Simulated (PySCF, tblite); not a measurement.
# C5H14BF2N: geometry, infrared bands and NMR shifts

Wanted: the infrared bands and NMR shifts of C5H14BF2N (`CC(C)(CCF)[B@H-]([NH3+])F`), by calculation.

Computed with tblite 0.8.0 and PySCF 2.14.0, with density-fitted response routines of our own, on a single molecule in the gas phase. Atoms are numbered from 0 throughout.

**1. The molecule as given**

23 atoms, charge 0, multiplicity 1; geometry from: force field or distance geometry start.

Bonds of the start (Å): C0–C1 1.53, C1–C2 1.55, C1–C3 1.56, C3–C4 1.53, C4–F5 1.38, C1–B6 1.65, B6–N7 1.55, B6–F8 1.46, C0–H9 1.12, C0–H10 1.11, C0–H11 1.11, C2–H12 1.10, C2–H13 1.10, C2–H14 1.13, C3–H15 1.12, C3–H16 1.12, C4–H17 1.11, C4–H18 1.11, B6–H19 1.19, N7–H20 1.04, N7–H21 1.04, N7–H22 1.04.

**2. Relaxing the molecule with GFN2-xTB**

What the job is given:

```
{"job": {"kind": "relax", "xc": "GFN2-xTB", "basis": "xTB"}, "charge": 0, "multiplicity": 1}
C     -0.657900     1.140400    -1.406300
C     -0.108100     0.557100    -0.102300
C      0.103000     1.716100     0.906100
C     -1.128000    -0.438100     0.523600
C     -1.481500    -1.661500    -0.330600
F     -2.363800    -2.476600     0.348200
B      1.353300    -0.148400    -0.421200
N      1.928800    -0.931300     0.785500
F      2.322500     0.859900    -0.823400
H     -1.685500     1.565100    -1.237100
H     -0.016000     1.957600    -1.785900
H     -0.738400     0.371000    -2.201900
H      0.825100     2.460600     0.530200
H      0.447400     1.354900     1.888900
H     -0.869400     2.264400     1.069300
H     -2.077100     0.096300     0.765100
H     -0.745600    -0.810200     1.513200
H     -1.974300    -1.345200    -1.278500
H     -0.577100    -2.250100    -0.576400
H      1.234900    -0.901900    -1.329500
H      2.887300    -1.245600     0.551400
H      1.967800    -0.333200     1.635100
H      1.347900    -1.774200     0.986500
```

Launch:

```sh
OMP_NUM_THREADS=1 python probes_run.py task.json out
```

One launch serves the whole session: the jobs run in the order shown.

**Question.** This job is followed by: GFN2-xTB harmonic vibrations, gas phase; GIAO PBE0/pcSseg-1 NMR shielding, non-relativistic, gas phase. What will the session give for the following? strongest single infrared mode (GFN2-xTB); zero-point energy (GFN2-xTB); ¹³C shifts against TMS (PBE0/pcSseg-1); ¹H shifts against TMS (PBE0/pcSseg-1, means over atoms taken as alike); ¹⁹F shifts against CFCl3 (PBE0/pcSseg-1); ¹¹B shifts against BF3·OEt2 (PBE0/pcSseg-1); ¹⁵N shifts against NH3 (PBE0/pcSseg-1).

The runs gave:

| quantity | value |
| --- | --- |
| strongest single infrared mode (GFN2-xTB) | 1208 cm⁻¹, 251 km/mol |
| zero-point energy (GFN2-xTB) | 122.0 kcal/mol |
| ¹³C shifts against TMS (PBE0/pcSseg-1) | 85.2, 48.2, 26.8, 26.7, 24.0 ppm |
| ¹H shifts against TMS (PBE0/pcSseg-1, means over atoms taken as alike) | 5.01, 4.85, 3.45, 2.93, 1.85, 0.91, 0.82, 0.79 ppm |
| ¹⁹F shifts against CFCl3 (PBE0/pcSseg-1) | -220.7, -247.0 ppm |
| ¹¹B shifts against BF3·OEt2 (PBE0/pcSseg-1) | -1.1 ppm |
| ¹⁵N shifts against NH3 (PBE0/pcSseg-1) | 50.5 ppm |

Relaxing lowered the energy by 0.364 eV in 85 steps; the close pair that moved most is B6–N7, from 1.549 to 1.665 Å. No mode is imaginary among the 63: a minimum at this level. The strongest single mode, at 1208 cm⁻¹, moves mainly H21, H20 and H22. GFN2-xTB is a fitted tight-binding method: band positions and strengths are rough. Its intensities can rank the bands wrongly. The most deshielded carbon is C4 (sp3 CH2 bonded to F), at 85.2 ppm: deshielded by the electronegative neighbour. At PBE0/pcSseg-1: The widest tensor belongs to F8: span 146 ppm, with a paramagnetic part of -78 ppm.
